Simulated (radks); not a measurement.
# The first electron to leave Nb¹³⁺

Nb¹³⁺ stands in [Ar] 3d10. From which sub-shell is an electron easiest to take? Each removal is a run of its own. The parent's configuration is the lowest that an earlier search found at this level.

The numbers are computed with radks (a radial shooting solver on a logarithmic mesh, Libxc functionals) version 1 (Dirac Kohn-Sham, relativistic LDA (MacDonald-Vosko exchange, VWN5 correlation), spin-unpolarised, spherical densities, finite nucleus), except any that are marked as measured or tabulated.

5 further runs of the same task are left out: 5 set aside as unsound or not needed.

## 1. The atom as given

| Item | Value |
| --- | --- |
| element | niobium (Z = 41) |
| charge | +13 |
| electrons | 28 |
| configuration | [Ar] 3d10 |
| nuclear rms radius | 4.324 fm |

A shell typed twice in an input gives the lower j, then the higher j.

## 2. The parent, Nb¹³⁺

From an earlier run at this level the parent has E = -3754.568440 hartree and these outer levels (eV):

| level | occupation | energy (eV) |
| --- | --- | --- |
| 2s1/2 | 2 | -2892.1 |
| 2p1/2 | 2 | -2681.9 |
| 2p3/2 | 4 | -2586.6 |
| 3s1/2 | 2 | -699.74 |
| 3p1/2 | 2 | -619.75 |
| 3p3/2 | 4 | -603.91 |
| 3d3/2 | 4 | -461.64 |
| 3d5/2 | 6 | -458.61 |

## 3. Remove 3d5/2: [Ar] 3d(3/2: 4, 5/2: 5)

The run's settings:

```text
Z 41
configuration [Ar] 3d4 3d5
relativity Dirac
functional lda_x_rel,vwn5
spin unpolarised
j_filling energy
nucleus finite rms 4.324 fm
c 137.035999084
```

## 4. Remove 3d3/2: [Ar] 3d(3/2: 3, 5/2: 6)

Settings, as their differences from step 3:

```diff
@@ -1,3 +1,3 @@
 Z 41
-configuration [Ar] 3d4 3d5
+configuration [Ar] 3d3 3d6
 relativity Dirac
```

## 5. Remove 3p3/2: [Ne] 3s2 3p(1/2: 2, 3/2: 3) 3d10

Settings, as their differences from step 4:

```diff
@@ -1,3 +1,3 @@
 Z 41
-configuration [Ar] 3d3 3d6
+configuration [Ne] 3s2 3p2 3p3 3d10
 relativity Dirac
```

## 6. Remove 3p1/2: [Ne] 3s2 3p(1/2: 1, 3/2: 4) 3d10

Settings, as their differences from step 5:

```diff
@@ -1,3 +1,3 @@
 Z 41
-configuration [Ne] 3s2 3p2 3p3 3d10
+configuration [Ne] 3s2 3p1 3p4 3d10
 relativity Dirac
```

What does the calculation give? Wanted: for each run, case; final configuration; Δ-SCF; −ε of the level emptied.

The runs gave:

| case | final configuration | Δ-SCF (eV) | −ε of the level emptied (eV) |
| --- | --- | --- | --- |
| remove 3d5/2 | [Ar] 3d(3/2: 4, 5/2: 5) | 483.30 | 458.61 |
| remove 3d3/2 | [Ar] 3d(3/2: 3, 5/2: 6) | 486.46 | 461.64 |
| remove 3p3/2 | [Ne] 3s2 3p(1/2: 2, 3/2: 3) 3d10 | 627.65 | 603.91 |
| remove 3p1/2 | [Ne] 3s2 3p(1/2: 1, 3/2: 4) 3d10 | 643.89 | 619.75 |

The 3d5/2 electron leaves first, at 483.30 eV; the next cheapest, 3d3/2, costs 486.46 eV. 3d5/2 is also the highest occupied level of the parent. NIST lists 483 eV (semi-empirical), between the same two configurations. Spin polarisation and multiplet splitting are left out, so open shells lie too high by an amount that depends on their filling.
